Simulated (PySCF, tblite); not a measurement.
# C₄H₅F₄PSi: geometry, infrared bands and NMR shifts

Wanted: the infrared bands and NMR shifts of C₄H₅F₄PSi (`FC(=C=PC[SiH3])C(F)(F)F`), by calculation.

Programs: tblite 0.8.0 and PySCF 2.14.0, with density-fitted response routines of our own. Each step states its level of theory. These are calculated values for one molecule in the gas phase, unless marked as measured. Atoms are numbered from 0 throughout.

### 1 The starting structure

15 atoms, charge 0, multiplicity 1; geometry from: force field or distance geometry start.

Bonds of the start (Å): F0–C1 1.34, C1–C2 1.32, C2–P3 1.65, P3–C4 1.84, C4–Si5 1.84, C1–C6 1.48, C6–F7 1.38, C6–F8 1.39, C6–F9 1.37, C4–H10 1.10, C4–H11 1.13, Si5–H12 1.47, Si5–H13 1.50, Si5–H14 1.47.

### 2 Relaxing the molecule with GFN2-xTB

Job settings and geometry (Å):

```
{"job": {"kind": "relax", "xc": "GFN2-xTB", "basis": "xTB"}, "charge": 0, "multiplicity": 1}
F     -2.182100    -2.007200    -1.228100
C     -1.876600    -1.003700    -0.388400
C     -0.795700    -1.174600     0.351100
P      0.575400    -1.358000     1.248000
C      2.088700    -0.660300     0.462100
Si     1.986300     1.108800    -0.015600
C     -2.612300     0.263100    -0.211300
F     -2.652400     0.979500    -1.388400
F     -3.946200     0.002200     0.093500
F     -2.028800     1.023000     0.772300
H      2.896900    -0.781300     1.203000
H      2.400000    -1.264100    -0.439900
H      1.707800     1.245300    -1.449800
H      3.350400     1.703800     0.169100
H      1.084200     1.931500     0.800600
```

Run with:

```sh
> OMP_NUM_THREADS=1 python probes_run.py task.json out
```

The driver reads the jobs from task.json and runs them one after another.

**Question.** This job is followed by: GFN2-xTB harmonic vibrations, gas phase; GIAO PBE0/pcSseg-1 NMR shielding, non-relativistic, gas phase. Predict these results of the whole session: strongest single infrared mode (GFN2-xTB); zero-point energy (GFN2-xTB); 13C shifts against TMS (PBE0/pcSseg-1); 1H shifts against TMS (PBE0/pcSseg-1, means over atoms taken as alike); 19F shifts against CFCl3 (PBE0/pcSseg-1, means over atoms taken as alike); 31P shifts against H3PO4 (PBE0/pcSseg-1); 29Si shifts against TMS (PBE0/pcSseg-1); surface potential, 1st and 99th percentile.

**Answer**, as computed:

```
                                                                 quantity                          value
                                strongest single infrared mode (GFN2-xTB)          2297 cm⁻¹, 331 km/mol
                                             zero-point energy (GFN2-xTB)                  48.4 kcal/mol
                                   13C shifts against TMS (PBE0/pcSseg-1)  250.5, 155.7, 130.3, 11.8 ppm
   1H shifts against TMS (PBE0/pcSseg-1, means over atoms taken as alike)                 4.04, 1.57 ppm
19F shifts against CFCl3 (PBE0/pcSseg-1, means over atoms taken as alike)              -80.4, -141.2 ppm
                                 31P shifts against H3PO4 (PBE0/pcSseg-1)                      213.5 ppm
                                  29Si shifts against TMS (PBE0/pcSseg-1)                      -76.4 ppm
                                    surface potential, 1st and 99th percentile             -0.57 V and 1.29 V
```

What this shows: Over 95 steps the energy fell by 0.711 eV; of the close pairs, C4–Si5 changed most, 1.835 to 1.922 Å. All 39 modes are real, so the xTB geometry is a minimum. The strongest single mode, at 2297 cm⁻¹, moves mainly H14 and H12. GFN2-xTB is a fitted tight-binding method: band positions and strengths are rough. Its intensities can rank the bands wrongly. At PBE0/pcSseg-1: Shielding is most anisotropic at P3 (span 650 ppm, paramagnetic term -864 ppm). At PBE0/pcSseg-1, counted by nearest atom on the grid, the HOMO lies on P3 32 %; C1, C2 about 18 % each, the LUMO on P3 49 %; C2 28 %.
